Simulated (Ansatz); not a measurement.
# Cu3Te2: the cost of one run

Computed with Ansatz 0.2.0 (DFT r2SCAN, scalar-relativistic, plane waves, PAW, unless a step's input says otherwise).

**1. Starting point**

The structure is tetragonal, space group P4mm (No. 99). Conventional cell: a = 4.049 Å, b = 4.049 Å, c = 5.963 Å, α = 90.00°, β = 90.00°, γ = 90.00°. Around Cu (site symmetry 2mm) lie 4 Te at 2.60 to 2.69 Å and 6 Cu at 2.62 to 2.86 Å. Cu (site symmetry 4mm) is surrounded by 4 Cu at 2.62 Å and 5 Te at 2.68 to 2.86 Å. Te (site symmetry 4mm) has 5 Cu at 2.60 to 2.68 Å as nearest neighbours. Around Te (site symmetry 4mm) lie 8 Cu at 2.69 to 2.86 Å.

Coordinates:

```cif
data_structure
_symmetry_space_group_name_H-M 'P 1'
_symmetry_Int_Tables_number 1
_cell_length_a 4.0487
_cell_length_b 4.0487
_cell_length_c 5.9633
_cell_angle_alpha 90.000
_cell_angle_beta 90.000
_cell_angle_gamma 90.000
_cell_volume 97.75
loop_
_atom_site_label
_atom_site_type_symbol
_atom_site_fract_x
_atom_site_fract_y
_atom_site_fract_z
_atom_site_occupancy
Cu1 Cu 0.50000 0.00000 0.99346 1
Cu2 Cu 0.00000 0.50000 0.99346 1
Cu3 Cu 0.00000 0.00000 0.27214 1
Te1 Te 0.00000 0.00000 0.72113 1
Te2 Te 0.50000 0.50000 0.28981 1
```

(A quick probe on a coarse mesh, which set the mesh and smearing, is not shown.)

**3. The relaxation**

Input file input.yaml:

```yaml
crystal:
  lattice:
    - [4.04873138, 0.0, 0.0]
    - [0.0, 4.04873138, 0.0]
    - [0.0, 0.0, 5.96329066]
  atoms:
    - { symbol: Cu, position: [0.5, 0.0, 0.99346128] }
    - { symbol: Cu, position: [0.0, 0.5, 0.99346128] }
    - { symbol: Cu, position: [0.0, 0.0, 0.27213846] }
    - { symbol: Te, position: [0.0, 0.0, 0.72112866] }
    - { symbol: Te, position: [0.5, 0.5, 0.28981032] }
basis:
  ecutwfc: 500
kpoints:
  mp_grid: { grid: [10, 10, 6] }
hamiltonian:
  xc: r2scan
scf:
  occupations: { method: gaussian, width: 0.1 }
output:
  forces: true
  stress: true
  eigenvalues: true
relax:
  adjacent_minimum: "off"
  f_tol: 0.01
  max_steps: 80
  cell: { stress_tol: 0.05 }
```

The run is started by

```
ansatz run input.yaml --threads 4 --pin off --max-ram 10240MiB --backend cpu --events-out ev --progress --plain --runs-dir out
```

What time and memory should one allow on 4 threads of Intel Xeon Platinum 8259CL at 2.50GHz (Skylake/Cascade Lake), shared host?

About 2.8 min, with a peak of 0.94 GiB.
